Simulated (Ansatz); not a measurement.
Consider a scan of ordered alloys across composition of Y-Li mixtures (the Python package of Ansatz (0.2.0)).

Script `alloy_y.py`:
```python
"""Mixing of Y and Li on the fcc lattice, after relaxing cells and atoms."""

from collections import Counter
from dataclasses import dataclass
import logging
import sys
import warnings

import ansatz as az
import numpy as np

logging.basicConfig(stream=sys.stdout, format="%(levelname)s %(message)s")
logger = logging.getLogger("run")
logger.setLevel(logging.INFO)


@dataclass(frozen=True)
class Options:
    max_iterations: int = 90
    k_spacing: float = 0.15
    smearing: str = "gaussian"
    smearing_width: float = 0.05


settings = Options()


def fcc(first, a):
    return (
        az.Lattice.fcc(a)
        .space_group(225)
        .atom(first, (0, 0, 0))
        .primitive()
    )

A_FIRST, A_LAST = 5.09, 4.42


def compute(name, crystal):
    calc = (
        crystal.calculation()
        .functional(az.Functional.LDA)
        .basis(21 * az.Ha)
        .scf(max_iterations=settings.max_iterations)
        .kpoints(spacing=settings.k_spacing)  # the mesh must be finer for metals
        .occupations(settings.smearing, width=settings.smearing_width)  # smearing steadies the SCF of a metal
        .band_table()  # levels at the mesh points
    )
    calc = calc.relax(force_tolerance=0.01, max_steps=30, cell=True)
    return calc.run()


def volume_per_atom(outcome):
    return abs(np.linalg.det(outcome.lattice.cell_ang)) / len(outcome.lattice.sites)


def counts(outcome):
    return Counter(site.symbol for site in outcome.lattice.sites)


def main() -> None:
    warnings.simplefilter("ignore", az.DeckWarning)

    # ordered cells: the first k mixed sites take the second element
    phases = {}
    for k in range(4 + 1):
        a = A_FIRST + (A_LAST - A_FIRST) * k / 4
        cell = fcc("Y", a).conventional().resolved()
        sites = [site.position for site in cell.sites if site.symbol == "Y"]
        for position in sites[:k]:
            cell = cell.substitution("Li", at=position, replaces="Y")
        phases[f"Y{4 - k}Li{k}"] = cell.resolved()

    done = {name: compute(name, crystal) for name, crystal in phases.items()}

    # x is the share of the second element on the mixed sites; both end members stand on this same lattice
    x = {name: counts(o)["Li"] / (counts(o)["Y"] + counts(o)["Li"]) for name, o in done.items()}
    first, last = min(x, key=x.get), max(x, key=x.get)
    energy = {name: o.report["energy_sigma0_ev"] / len(o.lattice.sites) for name, o in done.items()}
    volume = {name: volume_per_atom(o) for name, o in done.items()}
    rows = []
    for name in sorted(done, key=x.get):
        line = lambda table: (1 - x[name]) * table[first] + x[name] * table[last]
        rows.append((name, x[name], 1000 * (energy[name] - line(energy)), volume[name], 100 * (volume[name] / line(volume) - 1)))
    logger.info("      cell       x(Li)  E_mix (meV/atom)  V (A^3/atom)  excess V (%)")
    for row in rows:
        logger.info(f"{str(row[0]):>10}  {row[1]:10.3f}  {row[2]:+16.1f}  {row[3]:12.3f}  {row[4]:+12.2f}")
    # a fit of these few cells to Omega x(1 - x); small periodic cells, not a random solution
    shape = np.array([row[1] * (1 - row[1]) for row in rows])
    print("Omega =", round(float(shape @ [row[2] for row in rows] / (shape @ shape)), 1), "meV/atom")


if __name__ == "__main__":
    main()
```

Do these ordered cells favour mixing or separation, and does the volume follow a straight line between the end members?

Mixing energies: +274 meV an atom at x(Y) = 0.25 (volume +6.0 % off the straight line), +153 meV an atom at x(Y) = 0.50 (volume -1.4 % off the straight line) and +184 meV an atom at x(Y) = 0.75 (volume +0.8 % off the straight line). All are positive, so the end members on this lattice are favoured over these cells.

What the script printed:

```console
$ python alloy_y.py
INFO       cell       x(Li)  E_mix (meV/atom)  V (A^3/atom)  excess V (%)
INFO      Y4Li0       0.000              +0.0        29.426         +0.00
INFO      Y3Li1       0.250            +184.5        27.029         +0.84
INFO      Y2Li2       0.500            +153.5        23.849         -1.37
INFO      Y1Li3       0.750            +273.5        22.858         +6.03
INFO      Y0Li4       1.000              +0.0        18.934         +0.00
Omega = 935.5 meV/atom
```

These are small ordered cells, with both end members on the same lattice, which need not be their own; they aren't random solutions. Differences under about 40 meV an atom lie within the error of mesh and functional. The cells are prototypes set up for this calculation and needn't exist. Finished in 4.8 min on 1 thread of Arm Neoverse V1, on a shared host, peak memory 0.57 GiB.
